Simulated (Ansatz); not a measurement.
**LiRh (P-6m2): equation of state**

An exercise on one series of results from a longer session: the logs are not shown, and one member is left open.

Program: Ansatz 0.2.0. Level of theory: DFT LDA, scalar-relativistic, plane waves, PAW. These are calculated values, not measurements.

**The structure to begin with**

Symmetry: P-6m2, No. 187, hexagonal system. Conventional cell: a = 2.602 Å, b = 2.602 Å, c = 4.260 Å, α = 90.00°, β = 90.00°, γ = 120.00°. Li (site symmetry -6m2) has 6 Li at 2.60 Å and 6 Rh at 2.61 Å as nearest neighbours. Rh (site symmetry -6m2) has 6 Rh at 2.60 Å and 6 Li at 2.61 Å as nearest neighbours.

As a file:

```cif
data_structure
_symmetry_space_group_name_H-M 'P 1'
_symmetry_Int_Tables_number 1
_cell_length_a 2.6025
_cell_length_b 2.6025
_cell_length_c 4.2598
_cell_angle_alpha 90.000
_cell_angle_beta 90.000
_cell_angle_gamma 120.000
_cell_volume 24.99
loop_
_atom_site_label
_atom_site_type_symbol
_atom_site_fract_x
_atom_site_fract_y
_atom_site_fract_z
_atom_site_occupancy
Li1 Li 0.00000 0.00000 0.50000 1
Rh1 Rh 0.66667 0.33333 0.00000 1
```

This cell comes from an earlier session at LDA: 12.493 Å³/atom at 0.02 GPa, on a 20×20×10 mesh.

Volume factors to run: 0.980, 1.020, 0.960, 1.040.

The first run:

File input.yaml:

```yaml
crystal:
  lattice:
    - [2.5849911437, 0.0, 0.0]
    - [-1.2924955719, 2.238667999, 0.0]
    - [0.0, 0.0, 4.2311843946]
  atoms:
    - { symbol: Li, position: [0.0, 0.0, 0.5] }
    - { symbol: Rh, position: [0.6666666667, 0.3333333333, 0.0] }
basis:
  ecutwfc: 420
  ecutrho_ratio: 4
kpoints:
  mp_grid: { grid: [20, 20, 10] }
hamiltonian:
  xc: lda
scf:
  occupations: { method: gaussian, width: 0.05 }
output:
  forces: true
  stress: true
  eigenvalues: true
relax:
  f_tol: 0.01
  max_steps: 40
  cell: { stress_tol: 0.1, fix: [volume] }
```

On the command line:

```
$ ansatz run input.yaml --threads 2 --pin off --max-ram 5120MiB --backend cpu --events-out ev --progress --plain --runs-dir out
```

Among the steps run: Volume × 0.980; At 1.020 of the relaxed volume; Scaling the volume by 0.960; Volume × 1.040.

One of the session's tables, all rows but one given; the rest of the session is left out.

It belongs to the step «The fit». 

| volume (Å³/atom) | energy (meV/atom) | pressure (GPa) |
| --- | --- | --- |
| 11.993 | 8.25 | 5.47 |
| 12.243 | 2.00 | 2.60 |
| 12.493 | 0.00 | 0.02 |
| 12.743 | ? | ? |
| 12.992 | 7.17 | -4.45 |

Estimate the missing values for volume (Å³/atom) = 12.743.

Worked estimate for «energy (meV/atom)». A straight line through the neighbours (12.493, 0.00) and (12.992, 7.17) gives 0.00 + (7.17 − 0.00) × (12.743 − 12.493) / (12.992 − 12.493) = 3.59; a parabola fitted to 3 rows on both sides gives 1.73.

**Answer.** energy (meV/atom): 1.85; pressure (GPa): -2.34. In «energy (meV/atom)» the line misses by +1.74 and the parabola by -0.12.
